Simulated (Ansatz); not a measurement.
# C2H6Si2: how energies converge with the basis set

The task here is to estimate one member of a computed series from the others.

Method: one geometry, several basis sets; program: Ansatz 0.2.0, Gaussian basis.

Levels to be run: PBE0-D4/def2-SVP; ωB97M-V/def2-SVP; PBE0-D4/def2-QZVPP; ωB97M-V/def2-QZVPP; the functionals' def2-TZVPP values are taken from earlier runs.

## The relaxed structure

The geometry comes from an earlier relaxation with PBE0-D4 in a triple-zeta def2 set; it is a stationary point, not always the lowest conformer.

SMILES `[SiH3]C1=C[SiH2]1`, 10 atoms, charge 0, spin multiplicity 1.

Atoms are counted from 1 here; the program's logs count them from 0.

Bond lengths: Si1–C2 1.845 Å, Si1–H5 1.488 Å, Si1–H6 1.486 Å, Si1–H7 1.486 Å, C2–C3 1.336 Å, C2–Si4 1.828 Å, C3–Si4 1.799 Å, C3–H8 1.084 Å, Si4–H9 1.481 Å, Si4–H10 1.481 Å. Angles: C2–Si1–H5 111.4°, C2–Si1–H6 109.1°, C2–Si1–H7 109.1°, H5–Si1–H6 109.3°, H5–Si1–H7 109.3°, H6–Si1–H7 108.6°, Si1–C2–C3 139.4°, Si1–C2–Si4 153.3°, C3–C2–Si4 67.2°, C2–C3–Si4 69.5°, C2–C3–H8 134.5°, Si4–C3–H8 156.0°, C2–Si4–C3 43.2°, C2–Si4–H9 121.0°, C2–Si4–H10 121.0°, C3–Si4–H9 121.4°, C3–Si4–H10 121.4°, H9–Si4–H10 112.3°.

The first run:

The input, in.yaml:

```yaml
crystal:
  periodic: [false, false, false]
  atoms:
    - {symbol: Si, position_ang: [-1.110544, 1.026528, -0.896353]}
    - {symbol: C, position_ang: [0.007291, -0.129135, 0.009389]}
    - {symbol: C, position_ang: [0.153353, -1.439791, 0.224313]}
    - {symbol: Si, position_ang: [1.438661, -0.515072, 1.079341]}
    - {symbol: H, position_ang: [-2.185666, 0.289354, -1.613982]}
    - {symbol: H, position_ang: [-1.725628, 1.969180, 0.073856]}
    - {symbol: H, position_ang: [-0.312594, 1.807466, -1.876981]}
    - {symbol: H, position_ang: [-0.385121, -2.325702, -0.092225]}
    - {symbol: H, position_ang: [1.381328, -0.284395, 2.541237]}
    - {symbol: H, position_ang: [2.822020, -0.449632, 0.554305]}
basis:
  gaussian: {orbitals: def2-SVP}
hamiltonian: {xc: pbe0, dispersion: d4}
output: {orbitals: {seedname: orbitals}}
```

Launch:

```bash
ansatz run in.yaml --threads 2 --pin off --events-out ev --progress --plain --max-ram 4352MiB
```

Steps of the session up to this table: PBE0-D4 in def2-SVP; ωB97M-V in def2-SVP; PBE0-D4 in def2-QZVPP; ωB97M-V in def2-QZVPP.

One table of the session follows, with a row left open; its other results are not shown here.

It belongs to the step «Density functionals: the series». 

| functional | basis | HOMO (eV) |
| --- | --- | --- |
| PBE0-D4 | def2-SVP | ? |
| PBE0-D4 | def2-TZVPP | -7.21 |
| PBE0-D4 | def2-QZVPP | -7.21 |
| ωB97M-V | def2-SVP | -9.30 |
| ωB97M-V | def2-TZVPP | -9.30 |
| ωB97M-V | def2-QZVPP | -9.31 |

Q: Estimate the row for PBE0-D4, def2-SVP from the others.

**Answer.** HOMO (eV): -7.23. In the column «HOMO (eV)» it lies between ωB97M-V, def2-TZVPP (-9.30) and PBE0-D4, def2-TZVPP (-7.21).
